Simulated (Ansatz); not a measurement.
What does this script print? It uses Ansatz 0.2.0, Python API.

The script, `clf2ga.py`:
```python
"""Potential curve of ClF2Ga along one bond."""

import ansatz as az
import numpy as np

GEOMETRY = """
F    -0.90900   -0.56160    1.45230
Ga    0.21340    0.15350    0.01950
F     1.66080   -0.72310    0.10220
Cl   -0.90960    1.07100   -1.59430
"""


def main() -> None:
    system = az.Crystal.molecule()
    for line in GEOMETRY.strip().splitlines():
        symbol, *xyz = line.split()
        system = system.atom(symbol, [float(v) for v in xyz])

    symbols = [site.symbol for site in system.cartesian_sites]
    start = np.array([site.position_ang for site in system.cartesian_sites])
    axis = (start[3] - start[1]) / np.linalg.norm(start[3] - start[1])
    moving = [3]
    lengths, energies = [1.84, 2.0, 2.17, 2.39, 2.71, 3.25, 3.91, 4.77], []
    for length in lengths:
        xyz = start.copy()
        xyz[moving] += (length - np.linalg.norm(start[3] - start[1])) * axis
        point = az.Crystal.molecule()
        for symbol, place in zip(symbols, xyz):
            point = point.atom(symbol, place.tolist())
        model = point.calculation()
        model = model.basis(gaussian="def2-SVP").functional("r2scan0")
        r = model.run(threads=1, backend="cpu").report
        energies.append(r["free_energy_ev"])
        print(f"r = {length:6.3f} A  E = {energies[-1]:.5f} eV  <S^2> = {abs(r['mean_field']['state']['spin_squared']):.3f}")

    print("energy above the lowest point (eV):", [round(e - min(energies), 3) for e in energies])


if __name__ == "__main__":
    main()
```

```console
$ python clf2ga.py
r =  1.840 A  E = -70316.60915 eV  <S^2> = 0.000
r =  2.000 A  E = -70317.40288 eV  <S^2> = 0.000
r =  2.170 A  E = -70317.42865 eV  <S^2> = 0.000
r =  2.390 A  E = -70316.89004 eV  <S^2> = 0.000
r =  2.710 A  E = -70315.76364 eV  <S^2> = 0.000
r =  3.250 A  E = -70314.07695 eV  <S^2> = 0.000
r =  3.910 A  E = -70312.78569 eV  <S^2> = 0.000
r =  4.770 A  E = -70311.99362 eV  <S^2> = 0.000
energy above the lowest point (eV): [0.82, 0.026, 0.0, 0.539, 1.665, 3.352, 4.643, 5.435]
```

What to keep in mind:
- Total energies depend on the basis set; only differences at equal settings carry meaning.
- The rest of the molecule is held rigid at a force-field or estimated start geometry, and the basis set is modest; single-reference methods fail as a bond breaks.
- The orbitals are restricted, so S² is zero by construction.
- Toward dissociation an unrestricted state can lie under the restricted one, by tenths of an eV for polar bonds under a functional and by 1 to 2 eV or more for others.
- Wall time of the script: 47 s on 1 thread of Arm Neoverse V1 (shared host), peak memory 0.24 GiB.
